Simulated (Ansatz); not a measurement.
# C2H5BOSi: basis-set convergence

The task here is to estimate one member of a computed series from the others.

Method: one geometry, several basis sets; program: Ansatz 0.2.0, Gaussian basis.

The runs, in order: PBE0-D4/def2-SVP; ωB97M-V/def2-SVP; PBE0-D4/def2-QZVPP; ωB97M-V/def2-QZVPP; the functionals' def2-TZVPP values are taken from earlier runs.

### The relaxed structure

All runs share one geometry, relaxed beforehand with PBE0-D4 in a triple-zeta def2 set.

SMILES `BO[SiH2]C#C`, 10 atoms, charge 0, spin multiplicity 1.

Atoms are counted from 1 here; the program's logs count them from 0.

Bond lengths: B1–O2 1.348 Å, B1–H6 1.204 Å, B1–H7 1.198 Å, O2–Si3 1.653 Å, Si3–C4 1.819 Å, Si3–H8 1.478 Å, Si3–H9 1.482 Å, C4–C5 1.206 Å, C5–H10 1.066 Å. Angles: O2–B1–H6 120.0°, O2–B1–H7 118.0°, H6–B1–H7 122.0°, B1–O2–Si3 131.6°, O2–Si3–C4 108.9°, O2–Si3–H8 107.7°, O2–Si3–H9 110.1°, C4–Si3–H8 109.4°, C4–Si3–H9 109.4°, H8–Si3–H9 111.3°, Si3–C4–C5 178.8°, C4–C5–H10 179.8°.

The first run:

Input file in.yaml:

```yaml
crystal:
  periodic: [false, false, false]
  atoms:
    - {symbol: B, position_ang: [0.660855, 0.916661, 1.906802]}
    - {symbol: O, position_ang: [-0.238322, 0.206057, 1.197032]}
    - {symbol: Si, position_ang: [-0.758221, 0.343239, -0.366433]}
    - {symbol: C, position_ang: [-0.123821, -1.067132, -1.323779]}
    - {symbol: C, position_ang: [0.288667, -1.990635, -1.980213]}
    - {symbol: H, position_ang: [1.226113, 1.850181, 1.398936]}
    - {symbol: H, position_ang: [0.866975, 0.590496, 3.041027]}
    - {symbol: H, position_ang: [-2.235805, 0.303376, -0.353024]}
    - {symbol: H, position_ang: [-0.258009, 1.605725, -0.960011]}
    - {symbol: H, position_ang: [0.654666, -2.809167, -2.557338]}
basis:
  gaussian: {orbitals: def2-SVP}
hamiltonian: {xc: pbe0, dispersion: d4}
output: {orbitals: {seedname: orbitals}}
```

Launch:

```bash
ansatz run in.yaml --threads 2 --pin off --events-out ev --progress --plain --max-ram 4352MiB
```

Steps of the session up to this table: PBE0-D4 in def2-SVP; ωB97M-V in def2-SVP; PBE0-D4 in def2-QZVPP; ωB97M-V in def2-QZVPP.

One table of the session follows, with a row left open; its other results are not shown here.

It belongs to the step «Functionals by basis». 

```
functional       basis  HOMO (eV)
   PBE0-D4    def2-SVP      -8.40
   PBE0-D4  def2-TZVPP      -8.46
   PBE0-D4  def2-QZVPP      -8.48
   ωB97M-V    def2-SVP     -10.65
   ωB97M-V  def2-TZVPP          ?
   ωB97M-V  def2-QZVPP     -10.74
```

**Question.** Estimate the row for ωB97M-V, def2-TZVPP.

As computed: HOMO (eV): -10.73. In the column «HOMO (eV)» it lies between ωB97M-V, def2-QZVPP (-10.74) and ωB97M-V, def2-SVP (-10.65).
